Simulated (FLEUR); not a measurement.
# TiB2 (P6/mmm) in FLEUR: notebook

One crystal, TiB2, is run at these levels: PBEsol+U; tasks: single point.

Program: FLEUR MaX-R8.1 (later development tree). These are calculated values, not measurements. Logs are shortened: lines on timing, memory, paths and dates and some standing lists are left out, and cuts for length are marked.

## Step 1: Starting point

It takes space group P6/mmm (No. 191, hexagonal). Conventional cell: a = 3.029 Å, b = 3.029 Å, c = 3.228 Å, α = 90.00°, β = 90.00°, γ = 120.00°. Ti (site symmetry 6/mmm) is surrounded by 12 B at 2.38 Å. B (site symmetry -6m2) has 3 B at 1.75 Å as nearest neighbours.

## Step 2: Single point, PBEsol+U

The input, inp.xml:

```xml
<?xml version="1.0" encoding="UTF-8" standalone="no"?>
<fleurInput fleurInputVersion="0.39">
   <comment>
      TiB2                                                                                                
   </comment>
   <calculationSetup>
      <cutoffs Kmax="4.74" Gmax="14.7" GmaxXC="14.7" numbands="0"/>
      <scfLoop itmax="100" minDistance="0.0002" maxIterBroyd="50" imix="Anderson" alpha="0.05" precondParam="0.0" spinf="2.0" sdNocoIR="T"/>
      <coreElectrons ctail="T" frcor="F" kcrel="0" coretail_lmax="0"/>
      <xcFunctional name="PBEs" relativisticCorrections="F"/>
      <magnetism jspins="1"/>
      <soc l_soc="F" theta="0.0" phi="0.0" spav="F"/>
      <expertModes spex="0" secvar="F"/>
      <geometryOptimization l_f="F" forcealpha="1.0" forcemix="BFGS" epsdisp="0.00001" epsforce="0.00001"/>
      <ldaU l_linMix="F" mixParam="0.05" spinf="1.0"/>
   </calculationSetup>
   <cell>
      <bzIntegration valenceElectrons="18.0" mode="hist" fermiSmearingEnergy="0.00183747">
         <kPointListSelection listName="default-1"/>
         <!-- k-points included here -->
         <xi:include xmlns:xi="http://www.w3.org/2001/XInclude" href="kpts.xml"> </xi:include>
      </bzIntegration>
      <!-- symmetry operations included here -->
      <xi:include xmlns:xi="http://www.w3.org/2001/XInclude" href="sym.xml"> </xi:include>
      <bulkLattice scale="1.0">
         <bravaisMatrix>
            <row-1>    5.7243583766383193     0.0000000000000000     0.0000000000000000</row-1>
            <row-2>   -2.8621791883191596     4.9574397744522232     0.0000000000000000</row-2>
            <row-3>    0.0000000000000000     0.0000000000000000     6.1007918206586398</row-3>
         </bravaisMatrix>
      </bulkLattice>
   </cell>
   <atomSpecies>
      <species name="Titanium (Ti)" element="Ti" atomicNumber="22">
         <mtSphere radius="2.61" gridPoints="873" logIncrement="0.014"/>
         <atomicCutoffs lmax="10" lnonsphr="10"/>
         <electronConfig flipSpins="F">
            <coreConfig>(1s1/2) (2s1/2) (2p1/2) (2p3/2)</coreConfig>
            <valenceConfig>(3s1/2) (3p1/2) (3p3/2) (4s1/2) (3d3/2) (3d5/2)</valenceConfig>
            <stateOccupation state="(3d3/2)" spinUp="0.400000" spinDown="0.400000"/>
            <stateOccupation state="(3d5/2)" spinUp="0.600000" spinDown="0.600000"/>
         </electronConfig>
         <energyParameters s="4" p="4" d="3" f="4"/>
         <ldaU l="2" U="0.0" J="0.0" l_amf="F"/>
         <lo type="SCLO" l="0" n="3" eDeriv="0"/>
         <lo type="SCLO" l="1" n="3" eDeriv="0"/>
         <lo type="SCLO" l="1" n="3" eDeriv="1"/>
         <lo type="SCLO" l="3" n="4" eDeriv="2"/>
      </species>
      <species name="Boron (B)" element="B" atomicNumber="5">
         <mtSphere radius="1.52" gridPoints="507" logIncrement="0.02"/>
         <atomicCutoffs lmax="8" lnonsphr="8"/>
         <electronConfig flipSpins="F">
            <coreConfig>(1s1/2)</coreConfig>
            <valenceConfig>(2s1/2) (2p1/2) (2p3/2)</valenceConfig>
            <stateOccupation state="(2p1/2)" spinUp="0.166667" spinDown="0.166667"/>
            <stateOccupation state="(2p3/2)" spinUp="0.333333" spinDown="0.333333"/>
         </electronConfig>
         <energyParameters s="2" p="2" d="3" f="4"/>
         <lo type="SCLO" l="0" n="2" eDeriv="2"/>
         <lo type="SCLO" l="1" n="2" eDeriv="2"/>
         <lo type="SCLO" l="2" n="3" eDeriv="2"/>
      </species>
   </atomSpecies>
   <atomGroups>
      <atomGroup species="Titanium (Ti)">
         <relPos label="                   1">.0000000000 .0000000000 .0000000000</relPos>
         <force calculate="T" relaxXYZ="TTT"/>
      </atomGroup>
      <atomGroup species="Boron (B)">
         <relPos label="                   2">-1.000/3.000 1.000/3.000 1.000/2.000</relPos>
         <relPos label="                   3">1.000/3.000 -1.000/3.000 1.000/2.000</relPos>
         <force calculate="T" relaxXYZ="TTT"/>
      </atomGroup>
   </atomGroups>
   <output dos="F" band="F" slice="F">
      <checks vchk="F" cdinf="F"/>
      <bandDOS minEnergy="-.5*Htr" maxEnergy="0.5*Htr" sigma="0.015" storeEVData="T"/>
      <vacuumDOS vacdos="F" integ="F" star="F" nstars="0" locx1="0.0" locy1="0.0" locx2="0.0" locy2="0.0" nstm="0" tworkf="0.0"/>
      <unfoldingBand unfoldBand="F" supercellX="1" supercellY="1" supercellZ="1"/>
      <plotting iplot="0" polar="F">
         <plot TwoD="T" vec1="  1.0  0.0  0.0" vec2="  0.0  1.0  0.0" vec3="  0.0  0.0  1.0" zero="  0.0  0.0  0.0" file="plot"/>
      </plotting>
      <chargeDensitySlicing numkpt="0" minEigenval="0.0" maxEigenval="0.0" nnne="0" pallst="F"/>
      <specialOutput eonly="F"/>
      <moessbauerParams electricFieldGradient="T" isomerShift="T" coreHyperfine="T" valenceHyperfine="T"/>
      <magneticCircularDichroism mcd="F" energyLo="-10.0" energyUp="0.0"/>
   </output>
  <!-- We include the file relax.xml here to enable relaxations (see documentation) -->
  <xi:include xmlns:xi="http://www.w3.org/2001/XInclude" href="relax.xml"> <xi:fallback/> </xi:include>
</fleurInput>
```

The input, crystal.txt:

```
TiB2
&input cartesian=F /
3.0292000000  0.0000000000  0.0000000000
-1.5146000000  2.6233641531  0.0000000000
0.0000000000  0.0000000000  3.2284000000
1.8897261246
1.0 1.0 1.0

3
22 0.0000000000  0.0000000000  0.0000000000
5 0.6666666667  0.3333333333  0.5000000000
5 0.3333333333  0.6666666667  0.5000000000

&kpt div1=8 div2=8 div3=6 gamma=T /
```

Potentials or basis: all-electron, FLAPW.

Launch:

```bash
inpgen -f crystal.txt -profile fastHighL
# inp.xml edited to the form shown
fleur_MPI
```

What it wrote:

```text
Welcome to FLEUR        (www.flapw.de)
      MaX-Release 8.1          (www.max-centre.eu)

 ========== k-point set info ==========
 Selected k-point list: default-1
 k-point list type: mesh
 8 x 8 x 6
 Number of k points: 40

 ------------Calculation Setup---------------------------
 Number of MPI-tasks      :            1
 Number of PE/node        :            1
 Number of OMP-threads    :            1
 Most efficient MPI parallelization for:
           1           2           4           5           8          10          20          40
 Additional eigenvalue parallelization possible
 Number of basis functions:          411
 Approximate size of matrices (H+S) per k-point:         0.003 GB
 --------------------------------------------------------
 no density matrix found ... skipping LDA+U
Nuclear radius smaller than smallest radial mesh point for atom type 2 -- skipping its core isomer shift
Nuclear radius smaller than smallest radial mesh point for atom type 2 -- skipping its isomer shift
 Reset of history
 Iteration:     1   Distance:      20.52768349 me/bohr^3
Nuclear radius smaller than smallest radial mesh point for atom type 2 -- skipping its core isomer shift
Nuclear radius smaller than smallest radial mesh point for atom type 2 -- skipping its isomer shift
 Iteration:     2   Distance:      17.60158528 me/bohr^3
Nuclear radius smaller than smallest radial mesh point for atom type 2 -- skipping its core isomer shift
Nuclear radius smaller than smallest radial mesh point for atom type 2 -- skipping its isomer shift
 Iteration:     3   Distance:      15.13565799 me/bohr^3
Nuclear radius smaller than smallest radial mesh point for atom type 2 -- skipping its core isomer shift
Nuclear radius smaller than smallest radial mesh point for atom type 2 -- skipping its isomer shift
 Iteration:     4   Distance:      10.49957823 me/bohr^3
Nuclear radius smaller than smallest radial mesh point for atom type 2 -- skipping its core isomer shift
Nuclear radius smaller than smallest radial mesh point for atom type 2 -- skipping its isomer shift
 Iteration:     5   Distance:      10.72565553 me/bohr^3
Nuclear radius smaller than smallest radial mesh point for atom type 2 -- skipping its core isomer shift
Nuclear radius smaller than smallest radial mesh point for atom type 2 -- skipping its isomer shift
 Iteration:     6   Distance:       1.66503779 me/bohr^3
Nuclear radius smaller than smallest radial mesh point for atom type 2 -- skipping its core isomer shift
Nuclear radius smaller than smallest radial mesh point for atom type 2 -- skipping its isomer shift
 Iteration:     7   Distance:       2.10357767 me/bohr^3
Nuclear radius smaller than smallest radial mesh point for atom type 2 -- skipping its core isomer shift
Nuclear radius smaller than smallest radial mesh point for atom type 2 -- skipping its isomer shift
 Iteration:     8   Distance:       0.32911594 me/bohr^3
Nuclear radius smaller than smallest radial mesh point for atom type 2 -- skipping its core isomer shift
Nuclear radius smaller than smallest radial mesh point for atom type 2 -- skipping its isomer shift
 Iteration:     9   Distance:       0.16177290 me/bohr^3
Nuclear radius smaller than smallest radial mesh point for atom type 2 -- skipping its core isomer shift
Nuclear radius smaller than smallest radial mesh point for atom type 2 -- skipping its isomer shift
 Iteration:    10   Distance:       0.05618051 me/bohr^3
Nuclear radius smaller than smallest radial mesh point for atom type 2 -- skipping its core isomer shift
Nuclear radius smaller than smallest radial mesh point for atom type 2 -- skipping its isomer shift
 Iteration:    11   Distance:       0.02380559 me/bohr^3
Nuclear radius smaller than smallest radial mesh point for atom type 2 -- skipping its core isomer shift
Nuclear radius smaller than smallest radial mesh point for atom type 2 -- skipping its isomer shift
 Iteration:    12   Distance:       0.00345104 me/bohr^3
Nuclear radius smaller than smallest radial mesh point for atom type 2 -- skipping its core isomer shift
Nuclear radius smaller than smallest radial mesh point for atom type 2 -- skipping its isomer shift
 Iteration:    13   Distance:       0.00019282 me/bohr^3

 ********************************************************************
 Run finished successfully
 Stop message:
   all done
 ********************************************************************
```

Run time: 32 s. Hardware: 1 thread of Arm Neoverse V1, shared host; peak memory 0.07 GiB.

What came out:

- Free energy: -24557.0812 eV
- Band gap on the k mesh: none (metal or under the smearing width)
- Valence electrons inside the program's atomic spheres: Ti 11.33; B 1.43 (radii Ti 2.61, B 1.52 bohr)

Eigenvalues of the final occupation matrices:
```tsv
site	spin	trace	eigenvalues
atom type 1	1	2.41	0.41 0.49 0.49 0.51 0.51
```

Core levels (eV from the Fermi level):
```tsv
atom	levels
1 Ti	1s1/2 -4856.3, 2s1/2 -530.6, 2p1/2 -442.1, 2p3/2 -436.4
2 B	1s1/2 -171.9
3 B	1s1/2 -171.9
```

Caveat: U without spin polarisation on a metal has little footing; the U is typed as a test and isn't derived for this compound.

## Step 3: Single point, PBEsol+U

Edit inp.xml of step 2 so:

```diff
@@ -43,3 +43,3 @@
          <energyParameters s="4" p="4" d="3" f="4"/>
-         <ldaU l="2" U="0.0" J="0.0" l_amf="F"/>
+         <ldaU l="2" U="2" J="0.0" l_amf="F"/>
          <lo type="SCLO" l="0" n="3" eDeriv="0"/>
```

crystal.txt is that of step 2.

Potentials or basis: all-electron, FLAPW.

Launch:

```bash
inpgen -f crystal.txt -profile fastHighL
# inp.xml edited to the form shown
fleur_MPI
```

What it wrote:

```text
Welcome to FLEUR        (www.flapw.de)
      MaX-Release 8.1          (www.max-centre.eu)

 ========== k-point set info ==========
 Selected k-point list: default-1
 k-point list type: mesh
 8 x 8 x 6
 Number of k points: 40

 ------------Calculation Setup---------------------------
 Number of MPI-tasks      :            1
 Number of PE/node        :            1
 Number of OMP-threads    :            1
 Most efficient MPI parallelization for:
           1           2           4           5           8          10          20          40
 Additional eigenvalue parallelization possible
 Number of basis functions:          411
 Approximate size of matrices (H+S) per k-point:         0.003 GB
 --------------------------------------------------------
 no density matrix found ... skipping LDA+U
Nuclear radius smaller than smallest radial mesh point for atom type 2 -- skipping its core isomer shift
Nuclear radius smaller than smallest radial mesh point for atom type 2 -- skipping its isomer shift
 Reset of history
 Iteration:     1   Distance:      20.52768349 me/bohr^3
Nuclear radius smaller than smallest radial mesh point for atom type 2 -- skipping its core isomer shift
Nuclear radius smaller than smallest radial mesh point for atom type 2 -- skipping its isomer shift
 Iteration:     2   Distance:      19.16306919 me/bohr^3
Nuclear radius smaller than smallest radial mesh point for atom type 2 -- skipping its core isomer shift
Nuclear radius smaller than smallest radial mesh point for atom type 2 -- skipping its isomer shift
 Iteration:     3   Distance:      16.46370747 me/bohr^3
Nuclear radius smaller than smallest radial mesh point for atom type 2 -- skipping its core isomer shift
Nuclear radius smaller than smallest radial mesh point for atom type 2 -- skipping its isomer shift
 Iteration:     4   Distance:      10.02459865 me/bohr^3
Nuclear radius smaller than smallest radial mesh point for atom type 2 -- skipping its core isomer shift
Nuclear radius smaller than smallest radial mesh point for atom type 2 -- skipping its isomer shift
 Iteration:     5   Distance:      11.76591080 me/bohr^3
Nuclear radius smaller than smallest radial mesh point for atom type 2 -- skipping its core isomer shift
Nuclear radius smaller than smallest radial mesh point for atom type 2 -- skipping its isomer shift
 Iteration:     6   Distance:       1.83260410 me/bohr^3
Nuclear radius smaller than smallest radial mesh point for atom type 2 -- skipping its core isomer shift
Nuclear radius smaller than smallest radial mesh point for atom type 2 -- skipping its isomer shift
 Iteration:     7   Distance:       1.94573537 me/bohr^3
Nuclear radius smaller than smallest radial mesh point for atom type 2 -- skipping its core isomer shift
Nuclear radius smaller than smallest radial mesh point for atom type 2 -- skipping its isomer shift
 Iteration:     8   Distance:       0.47553041 me/bohr^3
Nuclear radius smaller than smallest radial mesh point for atom type 2 -- skipping its core isomer shift
Nuclear radius smaller than smallest radial mesh point for atom type 2 -- skipping its isomer shift
 Iteration:     9   Distance:       0.29655590 me/bohr^3
Nuclear radius smaller than smallest radial mesh point for atom type 2 -- skipping its core isomer shift
Nuclear radius smaller than smallest radial mesh point for atom type 2 -- skipping its isomer shift
 Iteration:    10   Distance:       0.05235123 me/bohr^3
Nuclear radius smaller than smallest radial mesh point for atom type 2 -- skipping its core isomer shift
Nuclear radius smaller than smallest radial mesh point for atom type 2 -- skipping its isomer shift
 Iteration:    11   Distance:       0.07775256 me/bohr^3
Nuclear radius smaller than smallest radial mesh point for atom type 2 -- skipping its core isomer shift
Nuclear radius smaller than smallest radial mesh point for atom type 2 -- skipping its isomer shift
 Iteration:    12   Distance:       0.00448006 me/bohr^3
Nuclear radius smaller than smallest radial mesh point for atom type 2 -- skipping its core isomer shift
Nuclear radius smaller than smallest radial mesh point for atom type 2 -- skipping its isomer shift
 Iteration:    13   Distance:       0.00090621 me/bohr^3
Nuclear radius smaller than smallest radial mesh point for atom type 2 -- skipping its core isomer shift
Nuclear radius smaller than smallest radial mesh point for atom type 2 -- skipping its isomer shift
 Iteration:    14   Distance:       0.00045541 me/bohr^3
Nuclear radius smaller than smallest radial mesh point for atom type 2 -- skipping its core isomer shift
Nuclear radius smaller than smallest radial mesh point for atom type 2 -- skipping its isomer shift
 Iteration:    15   Distance:       0.00007528 me/bohr^3

 ********************************************************************
 Run finished successfully
 Stop message:
   all done
 ********************************************************************
```

out.xml (last iteration):

```text
<iteration numberForCurrentRun="   15" overallNumber="   15">
         <energyParameters units="Htr">
            <atomicEP atomType="1" spin="1" branch="4s" branchLowest="-1.62" branchHighest="1.82" value="0.2977525591"/>
            <atomicEP atomType="1" spin="1" branch="4p" branchLowest="-0.73" branchHighest="2.27" value="0.4077684673"/>
            <atomicEP atomType="1" spin="1" branch="3d" branchLowest="-9.99" branchHighest="0.65" value="0.4349490428"/>
[... 101 lines left out ...]
            </densityMatrixFor>
         </ldaUDensityMatrix>
         <ldaUDensityMatrixConvergence>
            <distance spin="1" distance="0.000004"/>
         </ldaUDensityMatrixConvergence>
         <densityConvergence units="me/bohr^3">
            <chargeDensity spin="1" distance="0.0000752835"/>
         </densityConvergence>
      </iteration>
```

Run time: 37 s. Hardware: 1 thread of Arm Neoverse V1, shared host; peak memory 0.07 GiB.

What came out:

```
Free energy                                           : -24555.2703 eV
Band gap on the k mesh                                : none (metal or under the smearing width)
Valence electrons inside the program's atomic spheres : Ti 11.30; B 1.43 (radii Ti 2.61, B 1.52 bohr)
```

Levels at points of the mesh, in eV from the Fermi level:
```tsv
k point	band 5	band 6	band 7	band 8	band 9	band 10	band 11	band 12	band 13	band 14
(0.00, 0.00, 0.00)	-13.73	-2.72	-2.72	-2.57	-2.18	1.84	1.84	3.57	3.57	5.52
(0.00, 0.00, 0.50)	-11.78	-7.89	-0.73	-0.73	-0.27	-0.27	0.38	0.38	1.65	6.32
(0.00, 0.50, 0.00)	-9.56	-9.43	-3.47	-3.34	-2.34	1.28	2.71	3.13	3.21	7.10
(0.00, 0.50, 0.50)	-9.84	-7.77	-4.78	-3.97	-3.43	2.51	2.89	4.42	4.52	5.12
```

Eigenvalues of the final occupation matrices:
```tsv
site	spin	trace	eigenvalues
atom type 1	1	2.36	0.40 0.48 0.48 0.50 0.50
```

Core levels (eV from the Fermi level):
```
atom                                                   levels
1 Ti  1s1/2 -4856.9, 2s1/2 -531.2, 2p1/2 -442.7, 2p3/2 -437.0
 2 B                                             1s1/2 -172.0
 3 B                                             1s1/2 -172.0
```

Caveat: U without spin polarisation on a metal has little footing; the U is typed as a test and isn't derived for this compound.

## Step 4: Single point, PBEsol+U

Edit inp.xml of step 3 so:

```diff
@@ -43,3 +43,3 @@
          <energyParameters s="4" p="4" d="3" f="4"/>
-         <ldaU l="2" U="2" J="0.0" l_amf="F"/>
+         <ldaU l="2" U="3" J="0.0" l_amf="F"/>
          <lo type="SCLO" l="0" n="3" eDeriv="0"/>
```

crystal.txt is that of step 3.

Launch:

```bash
inpgen -f crystal.txt -profile fastHighL
# inp.xml edited to the form shown
fleur_MPI
```

It took 40 s on 1 thread of Arm Neoverse V1, shared host; peak memory 0.07 GiB.

It converged, with:

- Free energy: -24554.3755 eV
- Band gap on the k mesh: none (metal or under the smearing width)
- Valence electrons inside the program's atomic spheres: Ti 11.28; B 1.44 (radii Ti 2.61, B 1.52 bohr)

Levels at points of the mesh, in eV from the Fermi level:
| k point | band 5 | band 6 | band 7 | band 8 | band 9 | band 10 | band 11 | band 12 | band 13 | band 14 |
| --- | --- | --- | --- | --- | --- | --- | --- | --- | --- | --- |
| (0.00, 0.00, 0.00) | -13.82 | -2.75 | -2.75 | -2.67 | -2.16 | 1.85 | 1.85 | 3.56 | 3.56 | 5.43 |
| (0.00, 0.00, 0.50) | -11.87 | -8.00 | -0.80 | -0.80 | -0.26 | -0.26 | 0.40 | 0.40 | 1.70 | 6.23 |
| (0.00, 0.50, 0.00) | -9.63 | -9.52 | -3.55 | -3.35 | -2.33 | 1.29 | 2.72 | 3.04 | 3.24 | 6.97 |
| (0.00, 0.50, 0.50) | -9.88 | -7.85 | -4.81 | -4.01 | -3.55 | 2.56 | 2.91 | 4.41 | 4.50 | 5.03 |

Eigenvalues of the final occupation matrices:
```tsv
site	spin	trace	eigenvalues
atom type 1	1	2.33	0.39 0.48 0.48 0.49 0.49
```

Core levels (eV from the Fermi level):
```tsv
atom	levels
1 Ti	1s1/2 -4857.2, 2s1/2 -531.5, 2p1/2 -443.0, 2p3/2 -437.3
2 B	1s1/2 -172.0
3 B	1s1/2 -172.0
```

Caveat: U without spin polarisation on a metal has little footing; the U is typed as a test and isn't derived for this compound.

(Continued in part 2 of 2.)
